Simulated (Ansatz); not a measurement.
# C2H8O2Si: basis-set convergence

The task here is to estimate one member of a computed series from the others.

Program: Ansatz 0.2.0, Gaussian basis. Level of theory: one geometry, several basis sets. These are calculated values, not measurements.

Plan: PBE0-D4/def2-SVP; ωB97M-V/def2-SVP; PBE0-D4/def2-QZVPP; ωB97M-V/def2-QZVPP; the functionals' def2-TZVPP values are taken from earlier runs.

### Structure used throughout

An earlier PBE0-D4 in a triple-zeta def2 set relaxation fixed the geometry.

SMILES `CC(O)[SiH2]O`, 13 atoms, charge 0, spin multiplicity 1.

Atoms are counted from 1 here; the program's logs count them from 0.

Bond lengths: C1–C2 1.513 Å, C1–H6 1.093 Å, C1–H7 1.092 Å, C1–H8 1.093 Å, C2–O3 1.442 Å, C2–Si4 1.892 Å, C2–H9 1.099 Å, O3–H10 0.961 Å, Si4–O5 1.647 Å, Si4–H11 1.485 Å, Si4–H12 1.495 Å, O5–H13 0.961 Å. Angles: C2–C1–H6 110.5°, C2–C1–H7 110.5°, C2–C1–H8 111.1°, H6–C1–H7 108.6°, H6–C1–H8 108.1°, H7–C1–H8 108.0°, C1–C2–O3 107.1°, C1–C2–Si4 113.5°, C1–C2–H9 108.9°, O3–C2–Si4 105.8°, O3–C2–H9 109.8°, Si4–C2–H9 111.5°, C2–O3–H10 108.4°, C2–Si4–O5 108.6°, C2–Si4–H11 114.0°, C2–Si4–H12 106.7°, O5–Si4–H11 106.7°, O5–Si4–H12 111.3° and more.

Set-up of the first run:

Contents of in.yaml:

```yaml
crystal:
  periodic: [false, false, false]
  atoms:
    - {symbol: C, position_ang: [-0.989372, 0.568374, 1.101212]}
    - {symbol: C, position_ang: [0.243315, -0.182011, 0.647961]}
    - {symbol: O, position_ang: [1.327269, 0.767951, 0.605306]}
    - {symbol: Si, position_ang: [0.099538, -0.880692, -1.104401]}
    - {symbol: O, position_ang: [-0.122478, 0.371040, -2.152051]}
    - {symbol: H, position_ang: [-0.814806, 1.038937, 2.072049]}
    - {symbol: H, position_ang: [-1.839127, -0.112128, 1.192453]}
    - {symbol: H, position_ang: [-1.257591, 1.350747, 0.387332]}
    - {symbol: H, position_ang: [0.468120, -0.971901, 1.378559]}
    - {symbol: H, position_ang: [2.153917, 0.282786, 0.534937]}
    - {symbol: H, position_ang: [-1.046978, -1.804901, -1.294380]}
    - {symbol: H, position_ang: [1.376762, -1.603936, -1.385818]}
    - {symbol: H, position_ang: [0.421831, 1.140935, -1.968262]}
basis:
  gaussian: {orbitals: def2-SVP}
hamiltonian: {xc: pbe0, dispersion: d4}
output: {orbitals: {seedname: orbitals}}
```

Command:

```bash
$ ansatz run in.yaml --threads 4 --pin off --events-out ev --progress --plain --max-ram 10444MiB
```

Among the steps run: PBE0-D4 in def2-SVP; ωB97M-V in def2-SVP; PBE0-D4 in def2-QZVPP; ωB97M-V in def2-QZVPP.

One of the session's tables, all rows but one given; the rest of the session is left out.

It belongs to the step «Density functionals: the series». 

| functional | basis | HOMO (eV) | LUMO (eV) |
| --- | --- | --- | --- |
| PBE0-D4 | def2-SVP | ? | ? |
| PBE0-D4 | def2-TZVPP | -7.34 | 0.33 |
| PBE0-D4 | def2-QZVPP | -7.38 | 0.06 |
| ωB97M-V | def2-SVP | -9.48 | 2.75 |
| ωB97M-V | def2-TZVPP | -9.65 | 1.92 |
| ωB97M-V | def2-QZVPP | -9.69 | 1.41 |

Estimate the missing values for PBE0-D4, def2-SVP.

The run gave: HOMO (eV): -7.18; LUMO (eV): 0.94. In the column «HOMO (eV)» it is the highest.
